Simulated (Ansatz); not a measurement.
**BGeH7OSi: up Jacob's ladder to CCSD(T)**

One table from this session's results is given with a row withheld; the runs are named, their logs left out.

Computed with Ansatz 0.2.0, Gaussian basis. Level: functionals in def2-TZVPP, the program's frozen cores in correlated methods.

Levels to be run: LDA (SPW92), PBE-D4, revPBE-D4, BLYP-D4, r2SCAN-D4, B97M-V, PBE0-D4, B3LYP-D4, r2SCANh-D4, r2SCAN0-D4, HSE06-D4, BHLYP-D4, CAM-B3LYP-D4, LC-ωPBE, ωB97X-V, ωB97M-V, B2PLYP, PBE-QIDH; CCSD(T)/def2-SVP; CCSD(T)/def2-TZVPP; MP2/def2-QZVPP; extrapolation to the limit; RPA on PBE.

## Structure used throughout

The geometry comes from an earlier relaxation with PBE0-D4 in a triple-zeta def2 set; it is a stationary point, not always the lowest conformer.

SMILES `O[SiH2][BH][GeH3]`, 11 atoms, charge 0, spin multiplicity 1.

Atoms are counted from 1 here; the program's logs count them from 0.

Bond lengths: O1–Si2 1.654 Å, O1–H5 0.958 Å, Si2–B3 2.000 Å, Si2–H6 1.500 Å, Si2–H7 1.486 Å, B3–Ge4 2.058 Å, B3–H8 1.197 Å, Ge4–H9 1.544 Å, Ge4–H10 1.543 Å, Ge4–H11 1.539 Å. Angles: Si2–O1–H5 117.1°, O1–Si2–B3 114.6°, O1–Si2–H6 111.4°, O1–Si2–H7 105.2°, B3–Si2–H6 104.4°, B3–Si2–H7 113.2°, H6–Si2–H7 108.0°, Si2–B3–Ge4 122.9°, Si2–B3–H8 119.6°, Ge4–B3–H8 117.6°, B3–Ge4–H9 113.0°, B3–Ge4–H10 107.5°, B3–Ge4–H11 113.8°, H9–Ge4–H10 106.7°, H9–Ge4–H11 107.7°, H10–Ge4–H11 107.7°.

Set-up of the first run:

Input file in.yaml:

```yaml
crystal:
  periodic: [false, false, false]
  atoms:
    - {symbol: O, position_ang: [-0.546297, 2.173248, -0.167425]}
    - {symbol: Si, position_ang: [0.582622, 1.399569, 0.760760]}
    - {symbol: B, position_ang: [0.800312, -0.547424, 0.358838]}
    - {symbol: Ge, position_ang: [-0.539568, -1.607100, -0.788567]}
    - {symbol: H, position_ang: [-1.367550, 1.708173, -0.334541]}
    - {symbol: H, position_ang: [0.218654, 1.441249, 2.215037]}
    - {symbol: H, position_ang: [1.835231, 2.177177, 0.578599]}
    - {symbol: H, position_ang: [1.731745, -1.144388, 0.815893]}
    - {symbol: H, position_ang: [-1.883751, -0.872570, -0.980783]}
    - {symbol: H, position_ang: [0.081290, -1.771671, -2.191613]}
    - {symbol: H, position_ang: [-0.847289, -3.013364, -0.245500]}
basis:
  gaussian: {orbitals: def2-TZVPP}
hamiltonian: {xc: lda}
output: {orbitals: {seedname: orbitals}}
```

Steps of the session up to this table: LDA; PBE-D4 (GGA); revPBE-D4 (GGA); BLYP-D4 (GGA); r2SCAN-D4 (meta-GGA); B97M-V (meta-GGA); PBE0-D4 (hybrid); B3LYP-D4 (hybrid); r2SCANh-D4 (hybrid); r2SCAN0-D4 (hybrid); HSE06-D4 (hybrid); BHLYP-D4 (hybrid); CAM-B3LYP-D4 (range-separated); LC-ωPBE (range-separated); ωB97X-V (range-separated); ωB97M-V (range-separated); B2PLYP (double hybrid); PBE-QIDH (double hybrid).

One of the session's tables, all rows but one given; the rest of the session is left out.

It belongs to the step «Orbital energies across the functionals». 

| functional | HOMO (eV) | LUMO (eV) | gap (eV) |
| --- | --- | --- | --- |
| LDA (SPW92) | -6.63 | -4.01 | 2.62 |
| PBE-D4 | -6.53 | -3.79 | 2.74 |
| revPBE-D4 | -6.49 | -3.69 | 2.80 |
| BLYP-D4 | -6.43 | -3.60 | 2.83 |
| r2SCAN-D4 | -6.81 | -3.54 | 3.27 |
| B97M-V | -6.93 | -3.65 | 3.28 |
| PBE0-D4 | -7.75 | -2.86 | 4.89 |
| B3LYP-D4 | -7.57 | -3.03 | 4.53 |
| r2SCANh-D4 | -7.26 | -3.21 | 4.04 |
| r2SCAN0-D4 | -7.92 | -2.73 | 5.19 |
| HSE06-D4 | ? | ? | ? |
| BHLYP-D4 | -8.86 | -1.80 | 7.06 |
| CAM-B3LYP-D4 | -9.08 | -1.71 | 7.38 |
| LC-ωPBE | -10.40 | -0.57 | 9.83 |
| ωB97X-V | -10.06 | -0.67 | 9.38 |
| ωB97M-V | -9.87 | -0.89 | 8.98 |

**Question.** Estimate the row for HSE06-D4.

As computed: HOMO (eV): -7.35; LUMO (eV): -3.25; gap (eV): 4.11. In the column «HOMO (eV)» it lies between B3LYP-D4 (-7.57) and r2SCANh-D4 (-7.26).
